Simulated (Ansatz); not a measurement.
# Cl3FZr: the cost of one run

Program: Ansatz 0.2.0. Level of theory: RKS LDA/def2-SVP. These are calculated values, not measurements.

## (1) The structure to begin with

Bond lengths: Zr1–Cl2 2.520 Å, Zr1–Cl3 2.520 Å, Zr1–Cl4 2.518 Å, Zr1–F5 1.979 Å. Angles: Cl2–Zr1–Cl3 109.5°, Cl2–Zr1–Cl4 109.5°, Cl2–Zr1–F5 109.5°, Cl3–Zr1–Cl4 109.5°, Cl3–Zr1–F5 109.5°, Cl4–Zr1–F5 109.5°.

Structure file:

```xyz
5

Zr    0.0000    0.0000    0.0000
Cl    0.0000    0.0000    2.5200
Cl    2.3764    0.0000   -0.8392
Cl   -1.1869    2.0563   -0.8392
F    -0.9326   -1.6157   -0.6593
```

## (2) Preparing the start

File input.yaml:

```yaml
crystal:
  periodic: [false, false, false]
  atoms:
    - { symbol: Zr, position_ang: [0.0, 0.0, 0.0] }
    - { symbol: Cl, position_ang: [0.0, 0.0, 2.52] }
    - { symbol: Cl, position_ang: [2.3764, 0.0, -0.8392] }
    - { symbol: Cl, position_ang: [-1.1869, 2.0563, -0.8392] }
    - { symbol: F, position_ang: [-0.9326, -1.6157, -0.6593] }
basis:
  gaussian: { orbitals: def2-SVP }
hamiltonian:
  xc: lda
relax:
  f_tol: 0.02
  max_steps: 40
```

Launch:

```sh
ansatz run input.yaml --threads 2 --pin off --max-ram 3072MiB --backend cpu --events-out ev --progress --plain --runs-dir out
```

What time and memory should one allow on 2 threads of AMD EPYC 7R43 (Zen 3), shared host?

About 4.8 s, with a peak of 0.16 GiB.
